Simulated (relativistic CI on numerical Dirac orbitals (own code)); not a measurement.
# Co³⁺: 3s photoemission with charge transfer

Aim: the 3s photoemission spectrum of Co³⁺ in a cubic metal-ligand cluster, for 5 values of Delta.

Method: charge-transfer multiplet model of a cubic metal-ligand cluster with up to 2 ligand holes, Slater and spin-orbit integrals from Dirac-Coulomb-Breit ions, Slater integrals scaled by 0.8. Code: relativistic CI on numerical Dirac orbitals (own code) version 3.

**1. What is computed**

- ion: Co³⁺ (Co IV)
- nuclear charge: 27
- electrons: 24
- d electrons: 6
- ligand holes at most: 2
- parameters: in eV; Veg, Vt2g hoppings, tenDq and tenDqL metal and ligand splittings (negative tenDq: tetrahedral), red the scaling of hopping with a core hole
- temperature: 300 K
- widths: Lorentz 1.4 eV, Gauss 0.8 eV

**2. Delta = -0.4 eV**

Settings of the run:

```ini
cluster ion=Co3+ d6 ligand_holes=2 slater_scale=0.8
Delta=-0.4 Udd=7 Upd=8.5 tenDq=0.3 tenDqL=0.8 Veg=2.95 Vt2g=-1.3 red=0.9
spectrum xps 3s T=300 lorentz=1.4 gauss=0.8
```

Run with:

```console
> python run_levels.py task.json out
```

The settings of every run stand in task.json; they run in order.

**3. Delta = -3.4 eV**

Settings of the run:

```ini
cluster ion=Co3+ d6 ligand_holes=2 slater_scale=0.8
Delta=-3.4 Udd=7 Upd=8.5 tenDq=0.3 tenDqL=0.8 Veg=2.95 Vt2g=-1.3 red=0.9
spectrum xps 3s T=300 lorentz=1.4 gauss=0.8
```

**4. Delta = -2.4 eV**

Settings of the run:

```ini
cluster ion=Co3+ d6 ligand_holes=2 slater_scale=0.8
Delta=-2.4 Udd=7 Upd=8.5 tenDq=0.3 tenDqL=0.8 Veg=2.95 Vt2g=-1.3 red=0.9
spectrum xps 3s T=300 lorentz=1.4 gauss=0.8
```

**5. Delta = -1.4 eV**

Settings of the run:

```ini
cluster ion=Co3+ d6 ligand_holes=2 slater_scale=0.8
Delta=-1.4 Udd=7 Upd=8.5 tenDq=0.3 tenDqL=0.8 Veg=2.95 Vt2g=-1.3 red=0.9
spectrum xps 3s T=300 lorentz=1.4 gauss=0.8
```

**6. Delta = 0.6 eV**

Settings of the run:

```ini
cluster ion=Co3+ d6 ligand_holes=2 slater_scale=0.8
Delta=0.6 Udd=7 Upd=8.5 tenDq=0.3 tenDqL=0.8 Veg=2.95 Vt2g=-1.3 red=0.9
spectrum xps 3s T=300 lorentz=1.4 gauss=0.8
```

(Steps that only read results are left out.)

Before running it: what results should come out? Wanted: d count; ground spin.

The runs gave:

| run | d count | weight without ligand hole | ground S | up to four highest peaks (% of the highest), eV from the first main peak |
| --- | --- | --- | --- | --- |
| Delta = -0.4 eV | 6.87 | 0.27 | 0.31 | 0.0 (100), 5.2 (33), 11.9 (14), 15.0 (12) |
| Delta = -3.4 eV | 7.11 | 0.15 | 0.13 | 0.0 (100), 4.8 (37), 12.9 (14), 16.4 (10) |
| Delta = -2.4 eV | 7.03 | 0.18 | 0.16 | 0.0 (100), 4.9 (35), 12.5 (14), 15.8 (10) |
| Delta = -1.4 eV | 6.96 | 0.22 | 0.21 | 0.0 (100), 5.1 (34), 12.1 (14), 15.4 (11) |
| Delta = 0.6 eV | 6.56 | 0.49 | 1.95 | 0.0 (100), 7.8 (52), 15.2 (15), 16.8 (14) |

| quantity | value |
| --- | --- |
| d count | 6.56 to 7.11 |
| ground spin (effective S from ⟨S²⟩) | 0.13 to 1.95 |

From Delta = -3.4 eV to Delta = 0.6 eV the ground-state d count goes from 7.11 to 6.56. In the first run the ligand-hole configurations outweigh d6 itself: the bond is strongly covalent. The ground spin changes between the runs (1.95 to 0.13), and the line shape with it. The space is cut at the given number of ligand holes while the last configuration still holds over a tenth of the ground state. The cluster parameters are drawn, not fitted to a compound. The exchange splitting of an s hole comes out too large without intra-shell correlation.
